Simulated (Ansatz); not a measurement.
# Ge₂H₄ (triplet): from Hartree-Fock to the top rungs at a displaced geometry (v1), cc-pVDZ

One table from this session's results is given with a row withheld; the runs are named, their logs left out.

Program: Ansatz 0.2.0, Gaussian basis. Level of theory: cc-pVDZ, core rule «outside noble gas», up to 28 orbitals frozen. These are calculated values, not measurements.

The runs, in order: UHF; CCSD(T) on ROHF; CCSD(T) on UHF; BCCD(T) on ROHF; CISD; CCSDT(Q) on ROHF; CCSDT(Q) on UHF.

15 further runs of the same task are left out: 4 that didn't finish, 11 set aside as unsound or not needed.

### The geometry

The geometry is a PBE0/def2-TZVP stationary point (not a proven minimum) with its atoms shifted at random (size 0.040 Å). No spin-orbit coupling is included. The filled d shell of Ge may be among the frozen orbitals whatever the setting's name suggests; the logs give the count.

6 atoms, charge 0, spin multiplicity 3.

Atoms are counted from 1 here; the program's logs count them from 0.

Bond lengths: Ge1–Ge2 2.466 Å, Ge1–H3 1.545 Å, Ge1–H4 1.583 Å, Ge2–H5 1.630 Å, Ge2–H6 1.575 Å. Angles: Ge2–Ge1–H3 110.0°, Ge2–Ge1–H4 110.0°, H3–Ge1–H4 110.5°, Ge1–Ge2–H5 112.7°, Ge1–Ge2–H6 112.7°, H5–Ge2–H6 103.6°.

Coordinates:

```xyz
6
charge 0, multiplicity 3
Ge    0.0205    0.0078    1.2343
Ge    0.0197   -0.0083   -1.2321
H    -0.6421    1.3033    1.7534
H    -0.7449   -1.2641    1.7832
H    -0.7873    1.2566   -1.8692
H    -0.7236   -1.2609   -1.8320
```

The first run:

Input file in.yaml:

```yaml
crystal:
  periodic: [false, false, false]
  atoms:
    - {symbol: Ge, position_ang: [0.020521, 0.007829, 1.234341]}
    - {symbol: Ge, position_ang: [0.019688, -0.008313, -1.232058]}
    - {symbol: H, position_ang: [-0.642106, 1.303279, 1.753382]}
    - {symbol: H, position_ang: [-0.744883, -1.264100, 1.783185]}
    - {symbol: H, position_ang: [-0.787267, 1.256644, -1.869165]}
    - {symbol: H, position_ang: [-0.723557, -1.260939, -1.831981]}
basis:
  gaussian: {orbitals: cc-pVDZ}
magnetization: {spin_polarized: true, initial_magnetization: 2}
hamiltonian: {xc: hf}
output: {orbitals: {seedname: orbitals}}
```

The run is started by

```console
$ ansatz run in.yaml --threads 1 --pin off --events-out ev --progress --plain --max-ram 2393MiB
```

Steps of the session up to this table: UHF; CCSD(T) on ROHF; CCSD(T) on UHF; BCCD(T) on ROHF; CISD; CCSDT(Q) on ROHF; CCSDT(Q) on UHF.

One table of the session follows, with a row left open; its other results are not shown here.

| method | from UCCSDT(Q) (kcal/mol) |
| --- | --- |
| ROHF | ? |
| UHF | +132.06 |
| RMP2 | +30.46 |
| UMP2 | +30.35 |
| CISD | +15.04 |
| RCCSD | +4.33 |
| UCCSD | +4.12 |
| RCCSD(T) | +1.07 |
| UCCSD(T) | +0.90 |
| BCCD(T) | +1.05 |
| RCCSDT | +0.30 |
| UCCSDT | +0.12 |
| RCCSDT(Q) | +0.18 |
| UCCSDT(Q) | 0 |

Estimate the missing values for ROHF.

**Answer.** from UCCSDT(Q) (kcal/mol): +134.40. In the column «from UCCSDT(Q) (kcal/mol)» it is the highest.

Caveats from the session: Restricted and unrestricted rows rest on different reference determinants; where their highest levels disagree by more than a few hundredths of an eV, they describe different states and don't form one ladder.
